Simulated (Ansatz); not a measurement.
A first try at a relaxed scan of one distance of C2HK, SMILES C#[C][K], using Ansatz 0.2.0, Python API.

`c2hk.xyz`
```text
4

C    -0.75670    0.44970   -0.26150
C     0.17240   -0.12440    0.05790
K     2.23270   -1.43190    0.75170
H    -1.59280    1.04640   -0.56840
```

Notebook, run cell by cell (the value of a cell's last expression is shown):

In [1]:
```python
import ansatz as az
import numpy as np
```

In [2]:
```python
molecule = az.Crystal.molecule_from_extxyz("c2hk.xyz")
```

In [3]:
```python
base = (
    molecule.calculation()
    .basis(gaussian="def2-SVP")
    .functional("PBE")
)
symbols = [site.symbol for site in molecule.cartesian_sites]
pairs = [(0, 1), (0, 3), (1, 2)]
print("held (A)   E (eV)        ", "  ".join(f"{symbols[i]}{i}-{symbols[j]}{j}" for i, j in pairs))
for length in [2.33, 2.54, 2.74, 3.04, 3.42]:
    report = base.relax(constraints=[az.DistanceConstraint((1, 2), at=length)], force_tolerance=0.02, max_steps=60).run(threads=1, pin="off").report
    xyz = np.array(report["positions_ang"])
    print(f"{length:6.2f} {report['energy']:14.5f}  ", "  ".join(f"{np.linalg.norm(xyz[i] - xyz[j]):.3f}" for i, j in pairs))
```
```text
held (A)   E (eV)         C0-C1  C0-H3  C1-K2
DeckWarning: relax.constraints: the input's atoms, or those drawn, lie off the distances that are held; a relaxation that starts there is brought onto them ahead of its first SCF, by positions alone, an atom by 1.03e-1 Å at the most. With the symmetry detection on, the symmetry is detected on the input's atoms as so brought (as typed, where only the drawn atoms reach the distances), and notices that speak of the structure as typed mean those atoms
Traceback (most recent call last):
  File "<cell 3>", line 12, in <module>
    print(f"{length:6.2f} {report['energy']:14.5f}  ", "  ".join(f"{np.linalg.norm(xyz[i] - xyz[j]):.3f}" for i, j in pairs))
                           ~~~~~~^^^^^^^^^^
KeyError: 'energy'
```

Find the fault and give the corrected session.

The fault: the report has no such key (the free energy stands under free_energy_ev). Mended:

```diff
--- before
+++ after
@@
     xyz = np.array(report["positions_ang"])
-    print(f"{length:6.2f} {report['energy']:14.5f}  ", "  ".join(f"{np.linalg.norm(xyz[i] - xyz[j]):.3f}" for i, j in pairs))
+    print(f"{length:6.2f} {report['free_energy_ev']:14.5f}  ", "  ".join(f"{np.linalg.norm(xyz[i] - xyz[j]):.3f}" for i, j in pairs))
```

The cells in order, each with its output:

(earlier cells as before)

In [3]:
```python
base = (
    molecule.calculation()
    .basis(gaussian="def2-SVP")
    .functional("PBE")
)
symbols = [site.symbol for site in molecule.cartesian_sites]
pairs = [(0, 1), (0, 3), (1, 2)]
print("held (A)   E (eV)        ", "  ".join(f"{symbols[i]}{i}-{symbols[j]}{j}" for i, j in pairs))
for length in [2.33, 2.54, 2.74, 3.04, 3.42]:
    report = base.relax(constraints=[az.DistanceConstraint((1, 2), at=length)], force_tolerance=0.02, max_steps=60).run(threads=1, pin="off").report
    xyz = np.array(report["positions_ang"])
    print(f"{length:6.2f} {report['free_energy_ev']:14.5f}  ", "  ".join(f"{np.linalg.norm(xyz[i] - xyz[j]):.3f}" for i, j in pairs))
```
```text
held (A)   E (eV)         C0-C1  C0-H3  C1-K2
DeckWarning: relax.constraints: the input's atoms, or those drawn, lie off the distances that are held; a relaxation that starts there is brought onto them ahead of its first SCF, by positions alone, an atom by 1.03e-1 Å at the most. With the symmetry detection on, the symmetry is detected on the input's atoms as so [...]
  2.33   -18399.98479   1.249  1.085  2.330
  2.54   -18400.18679   1.247  1.085  2.540
  2.74   -18400.13214   1.246  1.085  2.740
  3.04   -18399.85613   1.245  1.085  3.040
  3.42   -18399.41318   1.245  1.084  3.420
```

Total energies depend on the basis set; only differences at equal settings carry meaning. Warnings are shown shortened and without file and line. The energies are electronic: no zero-point or thermal terms, and the basis set is short of its limit. Run time: 46 s on 1 thread of Arm Neoverse V2 (shared host), peak memory 0.19 GiB.
